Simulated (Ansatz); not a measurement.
The system is Ge2Sb2Te5.

```
Te Sb Ge
1.0
     6.83914   -3.06601    0.00000
     6.83914    3.06601    0.00000
    -6.83098    0.00000    6.84761
Te Sb Ge
5 2 2
Direct
  0.59470 0.59470 0.38643
  0.79529 0.79529 0.19611
  0.00832 0.00832 0.00643
  0.20652 0.20652 0.80980
  0.39996 0.39996 0.59712
  0.90171 0.90171 0.58787
  0.11187 0.11187 0.41735
  0.28429 0.28429 0.18783
  0.49734 0.49734 0.01104
```

The cell comes from a database or a generator and needn't be the stable form of this composition.

- Program: Ansatz 0.2.0
- Task: relaxation of cell and atoms
- Functional: RPBE
- Dispersion: D3(BJ)
- Potentials or basis: Ansatz PAW
- Cutoff: 420 eV (not typed: the program's choice for these potentials)
- k mesh: 5 × 5 × 4
- Occupations: fermi-dirac, width 0.05 eV
- Spin: no spin polarisation

At the start: volume 31.91 Å³/atom.

Q: How do energy, volume and symmetry change on relaxing?

A: It ends after 25 steps and the volume is 19.42 Å³/atom (-39.1 %); space group Cm (No. 8, to 0.05 Å).

Step by step:
```tsv
step	energy change (eV)	largest force (eV/Å)	volume (Å³)
1	0.0000	1.1488	287.17
2	-1.7044	1.5109	248.55
3	-2.5256	1.7182	217.12
4	-3.1433	0.6297	212.55
5	-3.3793	0.1623	207.69
6	-3.4722	0.3031	199.46
7	-3.6372	0.4511	194.09
8	-3.8621	0.7442	188.22
9	-4.1523	0.5335	186.80
10	-4.2707	0.6900	180.98
11	-4.3723	0.5763	183.64
12	-4.4885	0.2972	181.07
13	-4.5934	0.5136	177.58
14	-4.8014	0.4075	177.78
15	-5.0783	0.7152	176.31
16	-5.3724	1.0630	175.17
17	-5.4977	0.7508	177.45
18	-5.7051	0.3836	173.11
19	-5.7322	0.1453	176.30
20	-5.7440	0.0498	174.65
21	-5.7443	0.0644	174.57
22	-5.7459	0.0094	174.83
23	-5.7356	0.0097	174.83
24	-5.7356	0.0082	174.80
25	-5.7356	0.0082	174.80
```

Final structure:
```
Te Sb Ge
1.0
     7.22570   -2.39641   -0.02827
     7.22570    2.39641   -0.02827
    -7.24539    0.00000    5.07571
Te Sb Ge
5 2 2
Direct
  0.53413 0.53413 0.46609
  0.86645 0.86645 0.13331
  0.88481 0.88481 0.81887
  0.19904 0.19904 0.79977
  0.53371 0.53371 0.81548
  0.84944 0.84944 0.44439
  0.19547 0.19547 0.44805
  0.20718 0.20718 0.13875
  0.52978 0.52978 0.13529
```

Caveat: the volume moved by over 15 % at a fixed basis, so the end points are rough; the plane-wave basis is chosen anew once the cell has moved, so the energies of steps on either side of that aren't comparable; pairwise dispersion overbinds metals, which lowers pressure and volume; the PAW data sets come from PBE, with cores solved anew for the run's functional, which leaves a small shift of forces and pressure.
